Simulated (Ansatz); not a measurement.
# K (database structure): how the settings move a single-point run

Question: which choices in the input matter for K (database structure)?

Computed with Ansatz 0.2.0 (reference: DFT r2SCAN, plane waves, PAW, scalar-relativistic, no spin polarisation, unless a step's input says otherwise).

**1. The system as given**

The structure is cubic, space group Im-3m (No. 229). Conventional cell: a = 5.221 Å, b = 5.221 Å, c = 5.221 Å, α = 90.00°, β = 90.00°, γ = 90.00°.

As a file:

```xyz
1
Lattice="-2.6106 2.6106 2.6106 2.6106 -2.6106 2.6106 2.6106 2.6106 -2.6106" Properties=species:S:1:pos:R:3 pbc="T T T"
K     0.0000    0.0000    0.0000
```

**2. The reference run**

input.yaml

```yaml
crystal:
  lattice:
    - [-2.610577, 2.610577, 2.610577]
    - [2.610577, -2.610577, 2.610577]
    - [2.610577, 2.610577, -2.610577]
  atoms:
    - { symbol: K, position: [0.0, 0.0, 0.0] }
  symmetry: { tolerance: 0.0003 }
kpoints:
  mp_grid: { grid: [5, 5, 5], shift: [0, 0, 0] }
magnetization:
  spin_polarized: false
scf:
  occupations: { method: fermi_dirac }
hamiltonian:
  pseudopotentials: { kind: paw }
  xc: r2scan
basis:
  ecutwfc: 500
output:
  forces: true
  stress: true
  eigenvalues: true
```

Started as:

```sh
> ansatz run input.yaml --threads 1 --pin off --max-ram 2560MiB --backend cpu --events-out ev --progress --plain --runs-dir out
```

**3. Changed: preconditioner resta**

input.yaml: that of step 2 with these lines changed.

```diff
@@ -14,2 +14,3 @@
   occupations: { method: fermi_dirac }
+  mixing: { preconditioner: resta }
 hamiltonian:
```

**4. Changed: mp_grid.grid [2, 2, 2], occupations.method gaussian, occupations.width 0.025, dispersion d4**

input.yaml: that of step 2 with these lines changed.

```diff
@@ -9,3 +9,3 @@
 kpoints:
-  mp_grid: { grid: [5, 5, 5], shift: [0, 0, 0] }
+  mp_grid: { grid: [2, 2, 2], shift: [0, 0, 0] }
 magnetization:
@@ -13,3 +13,3 @@
 scf:
-  occupations: { method: fermi_dirac }
+  occupations: { method: gaussian, width: 0.025 }
 hamiltonian:
@@ -17,2 +17,3 @@
   xc: r2scan
+  dispersion: d4
 basis:
```

**5. Changed: mixing.algorithm msr1, mixing.beta 0.1, dispersion d3bj**

input.yaml: that of step 2 with these lines changed.

```diff
@@ -14,2 +14,3 @@
   occupations: { method: fermi_dirac }
+  mixing: { algorithm: msr1, beta: 0.1 }
 hamiltonian:
@@ -17,2 +18,3 @@
   xc: r2scan
+  dispersion: d3bj
 basis:
@@ -23 +25,5 @@
   eigenvalues: true
+  write_density: true
+  write_potential: true
+  elf: true
+  volumetric_format: npy
```

**6. Variant: preconditioner kerker, dispersion d4, ecutwfc 250 eV**

input.yaml: that of step 2 with these lines changed.

```diff
@@ -14,2 +14,3 @@
   occupations: { method: fermi_dirac }
+  mixing: { preconditioner: kerker }
 hamiltonian:
@@ -17,4 +18,5 @@
   xc: r2scan
+  dispersion: d4
 basis:
-  ecutwfc: 500
+  ecutwfc: "250 eV"
 output:
```

What does the calculation give? Wanted: for each run, ending; energy change; pressure; gap; force.

As calculated:

| run | ending | energy change | pressure (GPa) | gap (eV) | force (eV/Å) | cycles | time |
| --- | --- | --- | --- | --- | --- | --- | --- |
| reference | converged | 0 | 0.3 | 0.00 | 0.00 | 6 | 2.2 s |
| 1: preconditioner resta | converged | 0.0 meV/atom | 0.3 | 0.00 | 0.00 | 6 | 2.2 s |
| 2: mp_grid.grid [2, 2, 2], occupations.method gaussian, occupations.width 0.025, dispersion d4 | converged | +697.7 meV/atom (σ→0) (offset of the dispersion model) | 0.3 | 0.00 | 0.00 | 6 | 1.7 s |
| 3: mixing.algorithm msr1, mixing.beta 0.1, dispersion d3bj | converged | -53.9 meV/atom (offset of the dispersion model) | 0.2 | 0.00 | 0.00 | 6 | 2.6 s |
| 4: preconditioner kerker, dispersion d4, ecutwfc 250 eV | converged | +121.7 meV/atom (offset of the dispersion model) | 0.2 | 0.00 | 0.00 | 6 | 0.87 s |

Times don't compare one to one where runs were asked for different outputs or read a saved state (see the inputs); cycles may leave out searches for a lower state.

Residual by cycle in the longest SCF loop of each run; runs are numbered as in the table. The quantity is the density residual dr2, in eV.

| cycle | reference | run 1 | run 2 | run 3 | run 4 |
| --- | --- | --- | --- | --- | --- |
| 1 | 0.00139 | 0.00139 | 0.00509 | 0.00139 | 0.00811 |
| 2 | 2.1e-4 | 2.7e-4 | 0.00129 | 9.4e-4 | 0.00146 |
| 3 | 1.6e-5 | 1.9e-5 | 9.7e-6 | 1.5e-4 | 9.9e-5 |
| 4 | 8.0e-8 | 5.5e-7 | 1.2e-6 | 2.8e-6 | 9.9e-6 |
| 5 | 7.1e-9 | 3.0e-9 | 4.3e-8 | 3.3e-7 | 5.6e-7 |
| 6 | 3.1e-10 | 8.2e-11 | 3.9e-10 | 4.1e-8 | 3.4e-8 |

«preconditioner resta» leaves the energy as it was. Run 4 ran under the cutoff that the potentials recommend, as the log warns, so basis error is mixed into its values.

Caveats on the reference run: it is run without spin, though an odd electron count or open d shells could carry moments; its mesh is coarse for a cell with so small a gap or none.
